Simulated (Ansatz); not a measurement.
# CaBr in Ansatz: convergence with k mesh

Input of the first run (k mesh 2 × 2 × 1); the others differ in this setting and in those tied to it:

File input.yaml:

```yaml
crystal:
  lattice:
    - [4.0841480343, 0.0, 0.0]
    - [-2.0420740171, 3.5369759505, 0.0]
    - [0.0, 0.0, 9.672126]
  atoms:
    - { symbol: Br, position: [0.6666666667, 0.3333333333, 0.534488] }
    - { symbol: Br, position: [0.3333333333, 0.6666666667, 0.034488] }
    - { symbol: Ca, position: [0.6666666667, 0.3333333333, 0.840512] }
    - { symbol: Ca, position: [0.3333333333, 0.6666666667, 0.340512] }
hamiltonian:
  xc: pbesol
  pseudopotentials: { kind: paw }
kpoints:
  mp_grid: { grid: [2, 2, 1] }
scf:
  occupations: { method: methfessel_paxton, width: 0.05 }
output:
  forces: true
  stress: true
  eigenvalues: true
```

Potentials or basis: Ansatz PAW.

Launch:

```console
$ ansatz run input.yaml --threads 2 --pin off --max-ram 5632MiB --backend cpu --events-out ev --progress --plain --runs-dir out
```

The cell comes from a database or a generator and needn't be the stable form of this composition.

Hardware: 2 threads of Arm Neoverse V1, with other jobs on the host.

| k mesh | energy less the tightest run, at zero smearing (meV/atom) | pressure (GPa) | largest force (eV/Å) | SCF cycles | CPU time (s) | peak memory (GiB) |
| --- | --- | --- | --- | --- | --- | --- |
| 2 × 2 × 1 | 71.03 | -0.65 | 0.104 | 7 | 0.96 | 0.3 |
| 3 × 3 × 1 | 24.70 | -0.95 | 0.005 | 7 | 1.4 | 0.31 |
| 4 × 4 × 2 | -8.18 | -0.76 | 0.125 | 7 | 2.4 | 0.31 |
| 6 × 6 × 2 | -2.26 | -0.66 | 0.111 | 7 | 3.9 | 0.33 |
| 7 × 7 × 3 | 0.61 | -0.89 | 0.096 | 7 | 4.6 | 0.33 |
| 9 × 9 × 3 | 0.09 | -0.78 | 0.104 | 7 | 6.9 | 0.35 |
| 10 × 10 × 4 | 0.56 | -0.85 | 0.099 | 7 | 12 | 0.38 |
| 12 × 12 × 5 | 0.00 | -0.82 | 0.100 | 7 | 15 | 0.41 |

Against the tightest run, the energy stays within 1 meV/atom from 7 × 7 × 3 on; the pressure stays within 0.1 GPa from 7 × 7 × 3 on; the largest force stays within 0.005 eV/Å from 7 × 7 × 3 on. Meshes of other sizes hit other points, so gaps and Fermi surfaces needn't settle smoothly. The tightest run that finished is the yardstick and may itself not be fully converged.

Caveat, for the tightest run too: the PAW data sets come from PBE, with cores solved anew for the run's functional, which leaves a small shift of forces and pressure.
